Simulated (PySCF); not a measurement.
# CH4BrClGe: the cost of one run

Programs: PySCF 2.14.0, with density-fitted response routines of our own. Each step states its level of theory. These are calculated values for one molecule in the gas phase, unless marked as measured. Atoms are numbered from 0 throughout.

### Step 1. Starting geometry

8 atoms, charge 0, multiplicity 1; geometry from: GFN2-xTB. The atoms were then displaced at random by about 0.01 Å, so the start is not that level's minimum.

Bonds of the start (Å): C0–Ge1 1.96, Ge1–Cl2 2.11, Ge1–Br3 2.31, C0–H4 1.11, C0–H5 1.06, C0–H6 1.11, Ge1–H7 1.53.

### Step 2. Relaxing the molecule at PBE0-D3(BJ)/def2-SVP

What the job is given:

```
{"job": {"xc": "PBE0", "basis": "def2-SVP", "d3": "d3bj", "grid": 1, "shake": 0.01, "kind": "geom"}, "charge": 0, "multiplicity": 1}
C     -1.079800    -0.230460    -0.068130
Ge     0.838120     0.066880     0.205300
Cl     1.951400    -1.284040    -0.967400
Br     1.400500     2.208300    -0.460710
H     -1.337890    -0.087930    -1.138360
H     -1.385320    -1.204310     0.227640
H     -1.672060     0.511150     0.499780
H      1.340180     0.001280     1.649410
```

Command:

```
> OMP_NUM_THREADS=1 python probes_run.py task.json out
```

This one command runs all jobs of the session in turn.

Q: Estimate the wall time and peak memory of this first job on 1 thread of Arm Neoverse V1, shared host.

About 86 s, with a peak of 0.49 GiB.
